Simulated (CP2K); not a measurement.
NiMoIrPdW:

```
Ni Mo Pd Ir W
1.0
     2.74701    0.00000    0.00000
     1.25532    2.44341    0.00000
    -1.84681   -1.12747   10.93218
Ni Mo Pd Ir W
1 1 1 1 1
Direct
  0.49838 0.49838 0.29525
  0.31773 0.31773 0.91207
  0.24733 0.24733 0.49061
  0.74982 0.74982 0.10802
  0.68673 0.68673 0.69406
```

The cell was built by a generator and needn't be a form met in nature.

Base run:

```yaml
Program: CP2K 2026.2
Functional: PBEsol
Potentials_or_basis: GTH_POTENTIALS Ni GTH-PBE-q18, Pd GTH-PBE-q18, Ir GTH-PBE-q17, W GTH-PBE-q14; POTENTIAL_UZH Mo GTH-PBE-q14; TZVP-MOLOPT-SR-GTH, TZVP-MOLOPT-PBE-GTH basis
Density_cutoff: 13606 eV
k_mesh: 11 × 11 × 3
Occupations: fermi-dirac, width 0.05 eV
Spin: collinear spin, ferromagnetic start
Starting_moments: "[1.0, 1.0, 0.0, 0.6, 0.0] μB"
```

Its results: pressure -8.6 GPa.

Question: The run is repeated on the same cell with these changes: functional from PBEsol to RPBE. What comes out?

Answer: Pressure 3.6 GPa.

RPBE binds less tightly than PBEsol, so the same cell stands under more pressure.

Caveats: the potentials were made for another functional, which shifts forces and pressure; the basis of atomic orbitals isn't converged, which shifts pressures, moduli and gaps; the total moment is fixed, so each spin has its own Fermi level.
